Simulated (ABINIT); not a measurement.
Here is an ABINIT 10.8.3 (patched build) calculation.

Contents of run.abi:

```
# Pseudopotentials
pp_dirpath "./"
pseudos "Si.GGA_PBE-JTH.xml"

# Structure
acell 3*1.0 Angstrom
rprim
     2.3993200000     0.0000000000     0.0000000000
     0.0000000000     2.4179400000     0.0000000000
     0.0000000000     0.0000000000    23.8000000000
ntypat 1
znucl 14
natom 1
typat 1
xred
     0.5000000000     0.5000000000     0.2941200000
chkprim 0
chksymtnons 0
tolsym 1.0e-6

# Plane-wave basis
ecut 408.170794 eV
pawecutdg 30.0
pawxcdev 0

# k points
kptopt 1
ngkpt 11 11 1
nshiftk 1
shiftk 0.0 0.0 0.0

# Exchange and correlation
ixc 11

# Bands and occupations
nband 6
occopt 3
tsmear 0.00183747

# SCF cycle
nstep 120
tolvrs 1.0e-9

# Output
iomode 3
prtwf 0
prteig 0
prtebands 0
enunit 1
prtden 1
prtvha 1
prtvclmb 1
prtpot 1
```

Potentials or basis: JTH PAW PBE v2.0.

Run with:

```sh
$ mpirun --bind-to none -np 4 abinit run.abi > log 2>&1
```

**Question.** Estimate the work function.

**Answer.** 4.67 eV.

**Question.** Predict the band gap on the k mesh.

**Answer.** None (metal or under the smearing width).

Stress tensor (GPa, compression positive):
```
 0.28  0.00  0.00
 0.00 -0.14  0.00
 0.00  0.00  0.01
```
